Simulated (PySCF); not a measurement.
# Cl3Re: the cost of one run

Computed with PySCF 2.14.0. Level: method and basis as typed in the scripts.

2 further runs of the same task are left out: 1 for a known fault of the program, 1 that didn't finish.

### Step 1. Starting geometry

ReCl3 (quintet): 4 atoms, charge 0, spin multiplicity 5.

Bond lengths: Re1–Cl2 2.286 Å, Re1–Cl3 2.285 Å, Re1–Cl4 2.284 Å. Angles: Cl2–Re1–Cl3 93.5°, Cl2–Re1–Cl4 133.4°, Cl3–Re1–Cl4 133.1°.

### Step 2. Base script

input.py reads:

```python
from pyscf import gto, scf

mol = gto.M(
    atom='Re -0.0529 -0.087 0; Cl 2.1644 0.4683 0; Cl -0.7428 2.0915 0; Cl -1.1732 -2.0778 0',
    basis='crenbl',
    ecp={'Re': 'crenbl', 'Cl': 'crenbl'},
    charge=0,
    spin=4,
    verbose=3,
)
mf = scf.UHF(mol)
mf = mf.newton()
mf.kernel()
mf.stability(internal=True, external=True)
mf.dip_moment()
print('orbital energies (hartree):', [e[max(0, n-3):n+3].round(4) for e, n in zip(mf.mo_energy, mol.nelec)])
```

On the command line:

```
$ OMP_NUM_THREADS=1 python input.py
```

Q: Estimate wall time and peak memory on 1 thread of Arm Neoverse V1, shared host.

About 17 s, with a peak of 0.18 GiB.
